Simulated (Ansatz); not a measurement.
# Si17O32: the cost of one run

All numbers below are computed with Ansatz 0.2.0 (DFT LDA, plane waves, PAW, scalar-relativistic, no spin polarisation).

## 1. The starting structure

The cell holds 49 atoms (O32Si17): a = 9.016 Å, b = 10.255 Å, c = 8.993 Å, α = 90.00°, β = 90.00°, γ = 90.00°.

Its coordinates follow in the input file.

## 2. Preparing the start

Contents of input.yaml:

```yaml
crystal:
  lattice:
    - [-9.016277, 0.0, 0.0]
    - [0.0, -10.25462, 0.0]
    - [0.0, 0.0, 8.992699]
  atoms:
    - { symbol: Si, position: [0.3269113, 0.6337882, 0.90952] }
    - { symbol: Si, position: [0.1730887, 0.6337882, 0.59048] }
    - { symbol: Si, position: [0.3269113, 0.3662118, 0.09048] }
    - { symbol: Si, position: [0.1730887, 0.3662118, 0.40952] }
    - { symbol: Si, position: [0.6730887, 0.6337882, 0.90952] }
    - { symbol: Si, position: [0.6730887, 0.3662118, 0.09048] }
    - { symbol: Si, position: [0.8269113, 0.6337882, 0.59048] }
    - { symbol: Si, position: [0.8269113, 0.3662118, 0.40952] }
    - { symbol: O, position: [0.6921838, 0.5, 0.0] }
    - { symbol: O, position: [0.75, 0.3820976, 0.25] }
    - { symbol: O, position: [0.8078162, 0.5, 0.5] }
    - { symbol: O, position: [0.0, 0.3331422, 0.3870059] }
    - { symbol: O, position: [0.25, 0.3820976, 0.25] }
    - { symbol: O, position: [0.75, 0.6179024, 0.75] }
    - { symbol: O, position: [0.3078162, 0.5, 0.0] }
    - { symbol: O, position: [0.25, 0.6179024, 0.75] }
    - { symbol: O, position: [0.25, 0.25, 0.0] }
    - { symbol: O, position: [0.0, 0.1668578, 0.8870059] }
    - { symbol: O, position: [0.0, 0.6668578, 0.6129941] }
    - { symbol: O, position: [0.0, 0.8331422, 0.1129941] }
    - { symbol: O, position: [0.1921838, 0.5, 0.5] }
    - { symbol: O, position: [0.25, 0.75, 0.0] }
    - { symbol: O, position: [0.25, 0.25, 0.5] }
    - { symbol: O, position: [0.25, 0.75, 0.5] }
    - { symbol: Si, position: [0.8269113, 0.1337882, 0.90952] }
    - { symbol: Si, position: [0.6730887, 0.1337882, 0.59048] }
    - { symbol: Si, position: [0.8269113, 0.8662118, 0.09048] }
    - { symbol: Si, position: [0.6730887, 0.8662118, 0.40952] }
    - { symbol: Si, position: [0.1730887, 0.1337882, 0.90952] }
    - { symbol: Si, position: [0.1730887, 0.8662118, 0.09048] }
    - { symbol: Si, position: [0.3269113, 0.1337882, 0.59048] }
    - { symbol: Si, position: [0.3269113, 0.8662118, 0.40952] }
    - { symbol: O, position: [0.1921838, 0.0, 0.0] }
    - { symbol: O, position: [0.25, 0.8820976, 0.25] }
    - { symbol: O, position: [0.3078162, 0.0, 0.5] }
    - { symbol: O, position: [0.5, 0.8331422, 0.3870059] }
    - { symbol: O, position: [0.75, 0.8820976, 0.25] }
    - { symbol: O, position: [0.25, 0.1179024, 0.75] }
    - { symbol: O, position: [0.8078162, 0.0, 0.0] }
    - { symbol: O, position: [0.75, 0.1179024, 0.75] }
    - { symbol: O, position: [0.75, 0.75, 0.0] }
    - { symbol: O, position: [0.5, 0.6668578, 0.8870059] }
    - { symbol: O, position: [0.5, 0.1668578, 0.6129941] }
    - { symbol: O, position: [0.5, 0.3331422, 0.1129941] }
    - { symbol: O, position: [0.6921838, 0.0, 0.5] }
    - { symbol: O, position: [0.75, 0.25, 0.0] }
    - { symbol: O, position: [0.75, 0.75, 0.5] }
    - { symbol: O, position: [0.75, 0.25, 0.5] }
    - { symbol: Si, position: [0.973938, 0.5798088, 0.2445383] }
basis:
  ecutwfc: 420.0
kpoints:
  mp_grid: { grid: [1, 1, 1] }
hamiltonian:
  xc: lda
  pseudopotentials: { kind: paw, azcp: { folder: soft_1 } }
scf:
  occupations: { method: fermi_dirac, width: 0.02 }
  lower_state_search: "off"
relax:
  f_tol: 0.08
  max_steps: 25
  adjacent_minimum: "off"
```

The run is started by

```sh
$ ansatz run input.yaml --threads 2 --pin off --max-ram 5120MiB --backend cpu --events-out ev --progress --plain --runs-dir out
```

**Question.** How long does this run take on 2 threads of Arm Neoverse V1, shared host, and how much memory does it need?

About 65 s, with a peak of 0.69 GiB.
